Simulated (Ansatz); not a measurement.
CH6AlN, SMILES [CH3][AlH][NH2]: an atomisation energy, run with Ansatz 0.2.0 through its Python package.

Script `tae.py`:
```python
from collections import Counter

import ansatz

BASIS_SET = "pcseg-2"
METHOD = "CCSD(T)"


def total_energy(molecule, charge=0, unpaired=0):
    calc = molecule.calculation().basis(gaussian=BASIS_SET).correlation(METHOD)
    if charge:
        calc = calc.charge(charge)
    if unpaired:
        calc = calc.spin("collinear", total=unpaired)
    report = calc.run(threads=1, backend="cpu").report
    if report["published_state_doubts"]:
        print("  doubts:", report["published_state_doubts"])
    return report["free_energy_ev"]

ch6aln = (
    ansatz.Crystal.molecule()
    .atom("C", [-0.8094, 0.8366, -0.9814])
    .atom("Al", [0.5775, -0.1481, -0.0785])
    .atom("N", [0.1765, -1.0526, 1.5471])
    .atom("H", [-1.6197, 0.2089, -1.2517])
    .atom("H", [-0.4524, 1.3284, -1.9392])
    .atom("H", [-1.2264, 1.6976, -0.3204])
    .atom("H", [2.0717, -0.207, -0.7083])
    .atom("H", [0.486, -2.0425, 1.4028])
    .atom("H", [0.8848, -0.6676, 2.3125])
)

unpaired = {"C": 2, "Al": 1, "N": 3, "H": 1}
counts = Counter(site.symbol for site in ch6aln.cartesian_sites)
atom_energy = {s: total_energy(ansatz.Crystal.molecule().atom(s, (0, 0, 0)), 0, unpaired[s]) for s in counts}
whole = total_energy(ch6aln, 0, 0)
for s, e in atom_energy.items():
    print(f"{s:2s} x{counts[s]}  {e:14.5f} eV")
print(f"CH6AlN: {whole:.5f} eV")
split = sum(counts[s] * e for s, e in atom_energy.items()) - whole
print(f"atomisation energy (no zero-point term): {23.060548 * split:.1f} kcal/mol, {split / sum(counts.values()):.3f} eV an atom")
```

What does it cost to take this molecule apart into atoms?

693.0 kcal/mol from the electronic energies, without the zero-point term.

What the script printed:

```console
$ python tae.py
C  x1     -1027.91089 eV
Al x1     -6582.83436 eV
N  x1     -1483.28370 eV
H  x6       -13.60238 eV
CH6AlN: -9205.69304 eV
atomisation energy (no zero-point term): 693.0 kcal/mol, 3.339 eV an atom
```

Caveats:
- Total energies depend on the basis set; only differences at equal settings carry meaning.
- The geometry is a force-field or estimated start, not a minimum of this method, and the basis set is short of its limit. All parts are taken at fixed geometry, without zero-point energy.
- Timing: 56 s on 1 thread of Arm Neoverse V2 (shared host), peak memory 1.7 GiB.
